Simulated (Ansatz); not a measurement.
**HfICl₃: basis-set convergence**

The task here is to estimate one member of a computed series from the others.

The runs use Ansatz 0.2.0, Gaussian basis; one geometry, several basis sets.

The runs, in order: PBE0-D4/def2-SVP; ωB97M-V/def2-SVP; PBE0-D4/def2-QZVPP; ωB97M-V/def2-QZVPP; the functionals' def2-TZVPP values are taken from earlier runs.

## Structure used throughout

All runs share one geometry, relaxed beforehand with PBE0-D4 in a triple-zeta def2 set. Hf, I take the def2 core potential; no spin-orbit term is included.

5 atoms, charge 0, spin multiplicity 1.

Atoms are counted from 1 here; the program's logs count them from 0.

Bond lengths: Cl1–Hf2 2.315 Å, Hf2–Cl3 2.315 Å, Hf2–Cl4 2.315 Å, Hf2–I5 2.686 Å. Angles: Cl1–Hf2–Cl3 109.3°, Cl1–Hf2–Cl4 109.3°, Cl1–Hf2–I5 109.6°, Cl3–Hf2–Cl4 109.3°, Cl3–Hf2–I5 109.6°, Cl4–Hf2–I5 109.6°.

The first run:

in.yaml reads:

```yaml
crystal:
  periodic: [false, false, false]
  atoms:
    - {symbol: Cl, position_ang: [-0.773033, -0.301964, 2.177517]}
    - {symbol: Hf, position_ang: [0.005148, -0.082909, 0.008210]}
    - {symbol: Cl, position_ang: [2.089709, -1.075662, -0.160645]}
    - {symbol: Cl, position_ang: [-1.462889, -1.133817, -1.440902]}
    - {symbol: I, position_ang: [0.190865, 2.520752, -0.625581]}
basis:
  gaussian: {orbitals: def2-SVP}
hamiltonian: {xc: pbe0, dispersion: d4}
output: {orbitals: {seedname: orbitals}}
```

The run is started by

```console
$ ansatz run in.yaml --threads 4 --pin off --events-out ev --progress --plain --max-ram 10444MiB
```

Among the steps run: PBE0-D4 in def2-SVP; ωB97M-V in def2-SVP; PBE0-D4 in def2-QZVPP; ωB97M-V in def2-QZVPP.

One table of the session follows, with a row left open; its other results are not shown here.

It belongs to the step «Density functionals: the series». 

| functional | basis | HOMO (eV) | LUMO (eV) |
| --- | --- | --- | --- |
| PBE0-D4 | def2-SVP | -8.43 | -2.34 |
| PBE0-D4 | def2-TZVPP | -8.40 | -2.28 |
| PBE0-D4 | def2-QZVPP | -8.41 | -2.30 |
| ωB97M-V | def2-SVP | -10.47 | -0.27 |
| ωB97M-V | def2-TZVPP | -10.46 | -0.25 |
| ωB97M-V | def2-QZVPP | ? | ? |

**Question.** Estimate the row for ωB97M-V, def2-QZVPP.

The run gave: HOMO (eV): -10.48; LUMO (eV): -0.29. In the column «HOMO (eV)» it is the lowest.
